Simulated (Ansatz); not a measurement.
# Co: an axial (c/a) deformation path

An exercise on one series of results from a longer session: the logs are not shown, and one member is left open.

Program: Ansatz 0.2.0. Level of theory: DFT PBE, scalar-relativistic, plane waves, PAW. These are calculated values, not measurements.

1 further run of the same task is left out (set aside as unsound or not needed).

### Starting point

It takes space group P6_3/mmc (No. 194, hexagonal). The conventional cell has a = 2.519 Å, b = 2.519 Å, c = 4.091 Å, α = 90.00°, β = 90.00°, γ = 120.00°. Co (site symmetry -6m2) is surrounded by 12 Co at 2.51 to 2.52 Å.

As a file:

```cif
data_structure
_symmetry_space_group_name_H-M 'P6_3/mmc'
_symmetry_Int_Tables_number 194
_cell_length_a 2.5190
_cell_length_b 2.5190
_cell_length_c 4.0910
_cell_angle_alpha 90.000
_cell_angle_beta 90.000
_cell_angle_gamma 120.000
_cell_volume 22.48
loop_
_atom_site_label
_atom_site_type_symbol
_atom_site_symmetry_multiplicity
_atom_site_Wyckoff_symbol
_atom_site_fract_x
_atom_site_fract_y
_atom_site_fract_z
_atom_site_occupancy
Co1 Co 2 c 0.33333 0.66667 0.25000 1
```

No relaxation comes first: the listed cell is the starting point.

Set-up of the first run:

File input.yaml:

```yaml
crystal:
  lattice:
    - [2.5190008694, 0.0, 0.0]
    - [-1.2595004347, 2.1815187451, 0.0]
    - [0.0, 0.0, 4.091]
  atoms:
    - { symbol: Co, position: [0.3333333333, 0.6666666667, 0.25], spin: 1.95 }
    - { symbol: Co, position: [0.6666666667, 0.3333333333, 0.75], spin: 1.95 }
basis:
  ecutwfc: 420
kpoints:
  mp_grid: { grid: [24, 24, 14] }
hamiltonian:
  xc: pbe
scf:
  occupations: { method: gaussian, width: 0.15 }
output:
  forces: true
  stress: true
  eigenvalues: true
  populations: true
magnetization:
  spin_polarized: true
```

Launch:

```bash
$ ansatz run input.yaml --threads 1 --pin off --max-ram 2560MiB --backend cpu --events-out ev --progress --plain --runs-dir out
```

Among the steps run: The undisturbed cell; Point ρ = 0.850; ρ = 1.200; At ρ = 0.920; ρ = 1.100; Point ρ = 0.960; ρ = 1.050; At ρ = 0.800; ρ = 1.300.

One table of the session follows, with a row left open; its other results are not shown here.

It belongs to the step «The scan collected». Collected from the runs (energy zero: the undisturbed cell):

| ρ | ΔE (meV/atom) | pressure (GPa) | moment (μB/cell) |
| --- | --- | --- | --- |
| 0.800 | 243.9 | 2.6 | 3.27 |
| 0.850 | 139.6 | -1.6 | 3.24 |
| 0.920 | 38.0 | -5.6 | 3.23 |
| 0.960 | 8.4 | -6.6 | 3.25 |
| 1.000 | 0.0 | -6.8 | 3.27 |
| 1.050 | 16.7 | -5.9 | 3.31 |
| 1.100 | 59.4 | -4.1 | 3.34 |
| 1.200 | ? | ? | ? |
| 1.300 | 415.1 | 11.4 | 3.36 |

**Question.** Estimate the row for ρ = 1.200.

Worked estimate for «ΔE (meV/atom)». A straight line through the neighbours (1.100, 59.4) and (1.300, 415.1) gives 59.4 + (415.1 − 59.4) × (1.200 − 1.100) / (1.300 − 1.100) = 237.2; a parabola fitted to 3 rows on both sides gives 200.3.

**Answer.** ΔE (meV/atom): 206.7; pressure (GPa): 2.2; moment (μB/cell): 3.37. In «ΔE (meV/atom)» the line misses by +30.5 and the parabola by -6.4.
